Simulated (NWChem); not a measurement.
**SiBrCl3 (bromotrichlorosilane) at 5 levels**

Aim: a comparison of 5 runs (r2SCAN/cc-pVDZ, BLYP/cc-pVDZ, PBE/cc-pVDZ, TPSS/cc-pVDZ, revPBE/cc-pVDZ) of SiBrCl3 (bromotrichlorosilane). 

The results are computed with NWChem 7.3.0.

**1. The structure to begin with**

The species is SiBrCl3 (5 atoms), meant as a singlet with charge 0. SMILES: `Cl[Si](Cl)(Cl)Br`. The coordinates come from a PBE0-D4/def2-TZVP relaxation.

Bond lengths: Cl1–Si2 2.023 Å, Si2–Cl3 2.023 Å, Si2–Cl4 2.023 Å, Si2–Br5 2.188 Å. Angles: Cl1–Si2–Cl3 109.3°, Cl1–Si2–Cl4 109.3°, Cl1–Si2–Br5 109.7°, Cl3–Si2–Cl4 109.3°, Cl3–Si2–Br5 109.7°, Cl4–Si2–Br5 109.7°.

**2. Energy and forces at r2SCAN/cc-pVDZ (run 1)**

Input file brcl3si.xyz:

```xyz
5

Cl    -0.852900    -0.217700     1.821600
Si     0.003400    -0.042600    -0.003200
Cl     1.690500    -1.158200    -0.059200
Cl    -1.285700    -0.709700    -1.412800
Br     0.494400     2.054400    -0.387900
```

Input file brcl3si.nw:

```
start brcl3si
memory total 2200 mb

geometry units angstroms noautosym nocenter noautoz
  load brcl3si.xyz
end

basis spherical bse
  Cl library cc-pVDZ
  Si library cc-pVDZ
  Br library cc-pVDZ
end

dft
  xc r2scan
  mult 1
  grid fine
  convergence energy 1e-08
  maxiter 100
  mulliken
  print low
end

task dft gradient
```

The run is started by

```bash
$ nwchem brcl3si.nw > brcl3si.out
```

The log of the run:

```text
[...]
 d= 0,ls=0.0,diis     1  -4244.2018173673 -4.96D+03  1.40D-02  8.16D-01    18.7
[...]
 d= 0,ls=0.0,diis     8  -4244.3012490367  3.29D-09  3.15D-06  1.47D-07   104.3
         Total DFT energy =    -4244.301249036701
      One electron energy =    -7322.117441943908
           Coulomb energy =     2556.257545279220
    Exchange-Corr. energy =     -197.009930751683
 Nuclear repulsion energy =      718.568578379670
[...]
      Total Density - Mulliken Population Analysis
     ---------------------------------------------
    Atom       Charge   Shell Charges
 -----------   ------   -------------------------------------------------------
    1 Cl  17    17.15   2.00  2.03  0.95  0.95  6.00  3.09  2.11  0.02
    2 Si  14    13.43   2.00  2.02  0.85  0.04  6.01  1.41  0.43  0.67
    3 Cl  17    17.15   2.00  2.03  0.95  0.95  6.00  3.09  2.11  0.02
    4 Cl  17    17.15   2.00  2.03  0.95  0.95  6.00  3.09  2.11  0.02
    5 Br  35    35.13   2.00  2.00  2.02  1.07  0.86  6.00  6.01  2.73  2.42  9.94  0.09
[...]
                         DFT ENERGY GRADIENTS
    atom               coordinates                        gradient
                 x          y          z           x          y          z
   1 Cl     -1.611747  -0.411393   3.442325    0.005899   0.001309  -0.012532
   2 Si      0.006425  -0.080502  -0.006047   -0.001311  -0.005507   0.001013
   3 Cl      3.194582  -2.188681  -0.111872   -0.011524   0.007748   0.000364
   4 Cl     -2.429621  -1.341139  -2.669805    0.008864   0.004684   0.009645
   5 Br      0.934281   3.882253  -0.733025   -0.001927  -0.008234   0.001510
 Task  times  cpu:      167.1s     wall:      167.1s
 Total times  cpu:      167.1s     wall:      167.1s
```

It took 2.8 min on 1 thread of Intel Xeon Platinum 8488C (Sapphire Rapids), shared host; peak memory 0.13 GiB.

**3. Energy and forces at BLYP/cc-pVDZ (run 2)**

Input file geom.nw:

```
echo
start geom
memory total 2200 mb
charge 0

geometry units angstroms noautosym nocenter noautoz
   Cl    -0.852900    -0.217700     1.821600
   Si     0.003400    -0.042600    -0.003200
   Cl     1.690500    -1.158200    -0.059200
   Cl    -1.285700    -0.709700    -1.412800
   Br     0.494400     2.054400    -0.387900
end

basis spherical bse
   * library cc-pVDZ
end

dft
   xc becke88 lyp
   grid fine
   convergence energy 1e-08
   maxiter 100
   mulliken
end

task dft gradient
```

The run is started by

```bash
$ nwchem geom.nw > geom.out
```

The log of the run:

```text
[...]
          Wavefunction type:  closed shell.
          No. of atoms     :     5
          No. of electrons :   100
[...]
          Charge           :     0
          Spin multiplicity:     1
[...]
          AO basis - number of functions:    99
[...]
              XC Information
              --------------
                    Becke 1988 Exchange Functional  1.000
              Lee-Yang-Parr Correlation Functional  1.000
[...]
 d= 0,ls=0.0,diis     1  -4244.3084475174 -4.96D+03  1.61D-02  1.06D+00    18.4
[...]
 d= 0,ls=0.0,diis    10  -4244.4221474652 -3.79D-09  4.13D-07  2.69D-09   126.5
         Total DFT energy =    -4244.422147465155
      One electron energy =    -7322.283401607899
           Coulomb energy =     2556.401333114705
    Exchange-Corr. energy =     -197.108657351631
 Nuclear repulsion energy =      718.568578379669
[...]
  wavefunction    = closed shell
                         DFT ENERGY GRADIENTS
    atom               coordinates                        gradient
                 x          y          z           x          y          z
   1 Cl     -1.611747  -0.411393   3.442325    0.011166   0.002470  -0.023730
   2 Si      0.006425  -0.080502  -0.006047   -0.001421  -0.005979   0.001096
   3 Cl      3.194582  -2.188681  -0.111872   -0.021842   0.014673   0.000692
   4 Cl     -2.429621  -1.341139  -2.669805    0.016785   0.008861   0.018268
   5 Br      0.934281   3.882253  -0.733025   -0.004688  -0.020026   0.003674
[...]
```

Wall time 3.1 min (1 thread of Intel Xeon Platinum 8488C (Sapphire Rapids), shared host); peak memory 0.12 GiB.

Runs 3 to 4 aren't shown in full; the table further down has their settings and results.

**4. Energy and forces at revPBE/cc-pVDZ (run 5)**

Input file mymol.nw:

```
start mymol
memory total 2200 mb
geometry noautosym nocenter noautoz
Cl      -0.852900      -0.217700       1.821600
Si       0.003400      -0.042600      -0.003200
Cl       1.690500      -1.158200      -0.059200
Cl      -1.285700      -0.709700      -1.412800
Br       0.494400       2.054400      -0.387900
end
basis spherical bse
* library cc-pVDZ
end
dft
xc revpbe cpbe96
grid fine
convergence energy 1e-08
maxiter 100
mulliken
end
task dft gradient
```

The run is started by

```bash
$ nwchem mymol.nw > mymol.out
```

The log of the run:

```text
[...]
          Wavefunction type:  closed shell.
          No. of atoms     :     5
          No. of electrons :   100
[...]
          Charge           :     0
          Spin multiplicity:     1
[...]
          AO basis - number of functions:    99
[...]
              XC Information
              --------------
                        RevPBE Exchange Functional  1.000
            Perdew 1991 LDA Correlation Functional  1.000 local
           PerdewBurkeErnz. Correlation Functional  1.000 non-local
[...]
 d= 0,ls=0.0,diis     1  -4243.7697286509 -4.96D+03  1.58D-02  9.73D-01    18.7
[...]
 d= 0,ls=0.0,diis    10  -4243.8820643693 -3.51D-09  3.09D-07  1.35D-09   127.0
         Total DFT energy =    -4243.882064369325
      One electron energy =    -7322.299409974709
           Coulomb energy =     2556.420850427808
    Exchange-Corr. energy =     -196.572083202093
 Nuclear repulsion energy =      718.568578379669
[...]
  wavefunction    = closed shell
                         DFT ENERGY GRADIENTS
    atom               coordinates                        gradient
                 x          y          z           x          y          z
   1 Cl     -1.611747  -0.411393   3.442325    0.009673   0.002103  -0.020571
   2 Si      0.006425  -0.080502  -0.006047   -0.001536  -0.006472   0.001186
   3 Cl      3.194582  -2.188681  -0.111872   -0.018948   0.012684   0.000607
   4 Cl     -2.429621  -1.341139  -2.669805    0.014547   0.007645   0.015850
   5 Br      0.934281   3.882253  -0.733025   -0.003736  -0.015960   0.002928
[...]
```

It took 3.2 min on 1 thread of Intel Xeon Platinum 8488C (Sapphire Rapids), shared host; peak memory 0.13 GiB.

**5. Overview of the runs**

| run | level | energy (Eh) | largest force (eV/Å) | wall time |
| --- | --- | --- | --- | --- |
| 1 | r2SCAN/cc-pVDZ | -4244.301249 | 0.715 | 2.8 min |
| 2 | BLYP/cc-pVDZ | -4244.422147 | 1.355 | 3.1 min |
| 3 | PBE/cc-pVDZ | -4243.325744 | 1.018 | 3.1 min |
| 4 | TPSS/cc-pVDZ | -4244.410408 | 0.944 | 3.4 min |
| 5 | revPBE/cc-pVDZ | -4243.882064 | 1.174 | 3.2 min |

**6. Outcome**

```
                       quantity           value
            run 5: total energy  -4243.88206 Eh
           run 5: dipole moment          0.18 D
             run 5: HOMO energy        -7.59 eV
             run 5: LUMO energy        -1.69 eV
           run 5: HOMO–LUMO gap         5.90 eV
run 5: largest force on an atom      1.174 eV/Å
```

Over runs 2, 3, 4, 5 the dipole moment (its size) runs from 0.16 D (TPSS/cc-pVDZ) to 0.18 D (BLYP/cc-pVDZ). Over runs 2, 3, 4, 5 the HOMO–LUMO gap runs from 5.76 eV (BLYP/cc-pVDZ) to 6.16 eV (TPSS/cc-pVDZ). Totals of different functionals can't be ranked against each other. All runs together took 16 min, the longest 3.4 min.
